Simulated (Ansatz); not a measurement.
# CH6GeS + H2: a complex and its separated parts

Aim: how far the complex at one end of a reaction step lies below its separated, relaxed parts, level by level.

Program: Ansatz 0.2.0, Gaussian basis. Level of theory: PBE0-D4/def2-TZVP structures, single points in def2-TZVPP, no counterpoise correction. These are calculated values, not measurements.

Levels: SPW92, PBE-D4, BLYP-D4, r2SCAN-D4, B97M-V, PBE0-D4, B3LYP-D4, r2SCAN0-D4, BHLYP-D4, CAM-B3LYP-D4, wB97X-V, wB97M-V, B2PLYP, PBE-QIDH, RPA on PBE, Hartree-Fock, MP2, CCSD, CCSD(T).

Correlated methods freeze the cores. Filled d shells of the heavier atoms are correlated. B3LYP uses VWN-RPA correlation. B2PLYP carries no dispersion term here.

94 further runs of the same task are left out: 94 set aside as unsound or not needed.

### Step 1. The system as given

The complex: 11 atoms, charge 0, spin multiplicity 1.

Atoms are counted from 1 here; the program's logs count them from 0.

Bond lengths: Ge1–S2 2.233 Å, Ge1–H3 1.540 Å, Ge1–H4 1.540 Å, Ge1–C5 1.945 Å, S2–H8 1.343 Å, C5–H9 1.091 Å, C5–H10 1.090 Å, C5–H11 1.090 Å, H6–H7 0.748 Å. Angles: S2–Ge1–H3 109.3°, S2–Ge1–H4 109.2°, S2–Ge1–C5 105.5°, H3–Ge1–H4 109.2°, H3–Ge1–C5 111.8°, H4–Ge1–C5 111.9°, Ge1–S2–H8 95.0°, Ge1–C5–H9 110.0°, Ge1–C5–H10 110.0°, Ge1–C5–H11 110.1°, H9–C5–H10 108.9°, H9–C5–H11 108.8°, H10–C5–H11 109.1°.

As a file:

```
Ge   -0.6420   -0.7228   -0.2069
S     1.4418   -1.5226   -0.1452
H    -1.5350   -1.6917   -1.0048
H    -1.1820   -0.6052    1.2304
C    -0.5068    1.0127   -1.0741
H     1.4915    0.7647    2.0137
H     1.2607    1.3703    2.3868
H     1.1180   -2.6427    0.5208
H    -1.4953    1.4671   -1.1550
H     0.1379    1.6708   -0.4911
H    -0.0885    0.8993   -2.0746
```

Its parts: CH6GeS holds atoms 1, 2, 3, 4, 5, 8, 9, 10, 11; H2 holds atoms 6, 7. Each part counts its atoms afresh in its own runs.

### Step 2. Relaxing CH6GeS alone

Contents of relax-a/in.yaml:

```yaml
crystal:
  periodic: [false, false, false]
  atoms:
    - {symbol: Ge, position_ang: [-0.641984, -0.722766, -0.206890]}
    - {symbol: S, position_ang: [1.441786, -1.522590, -0.145233]}
    - {symbol: H, position_ang: [-1.535024, -1.691726, -1.004819]}
    - {symbol: H, position_ang: [-1.181999, -0.605164, 1.230396]}
    - {symbol: C, position_ang: [-0.506815, 1.012718, -1.074068]}
    - {symbol: H, position_ang: [1.118004, -2.642708, 0.520789]}
    - {symbol: H, position_ang: [-1.495277, 1.467095, -1.154974]}
    - {symbol: H, position_ang: [0.137858, 1.670808, -0.491110]}
    - {symbol: H, position_ang: [-0.088533, 0.899261, -2.074614]}
basis:
  gaussian: {orbitals: def2-TZVP}
hamiltonian: {xc: pbe0, dispersion: d4}
relax: {f_tol: 0.005, max_steps: 200}
```

The run is started by

```console
$ ansatz run in.yaml --threads 4 --pin off --events-out ev --progress --plain --max-ram 9574MiB
```

Further steps of the session: Relaxing H2 alone; SPW92/def2-TZVPP; PBE-D4/def2-TZVPP; BLYP-D4/def2-TZVPP; r2SCAN-D4/def2-TZVPP; B97M-V/def2-TZVPP; PBE0-D4/def2-TZVPP; B3LYP-D4/def2-TZVPP; r2SCAN0-D4/def2-TZVPP; BHLYP-D4/def2-TZVPP; CAM-B3LYP-D4/def2-TZVPP; wB97X-V/def2-TZVPP; wB97M-V/def2-TZVPP; B2PLYP/def2-TZVPP; PBE-QIDH/def2-TZVPP; RPA on PBE/def2-TZVPP; CCSD(T)/def2-TZVPP; Vibrations of CH6GeS; Vibrations of H2.

Before running it: what results should come out? Wanted: complex less parts, CCSD(T)/def2-TZVPP; with zero-point energy; largest T1 diagnostic.

The runs gave:

| quantity | value |
| --- | --- |
| complex less parts, CCSD(T)/def2-TZVPP | -0.72 kcal/mol |
| with zero-point energy | +0.38 kcal/mol |
| largest T1 diagnostic | 0.010 |

What this shows: At CCSD(T) the complex lies 0.72 kcal/mol below its parts. The functionals run from BLYP-D4, off by -0.05 kcal/mol, to SPW92, off by -1.20 kcal/mol, against CCSD(T). r2SCAN0-D4 is as near within the digits shown. By rung, the mean size of the error is: LDA 1.20, GGA 0.28, meta-GGA 0.14, hybrid 0.19, range-separated hybrid 0.21, double hybrid 0.29 kcal/mol. PBE-D4 gives a relative energy 0.52 kcal/mol too low, an error of 72 % of the reference. No counterpoise was applied, and triple zeta lacks some correlation, so the CCSD(T) reference has a basis error of its own, and close matches with it are partly luck.
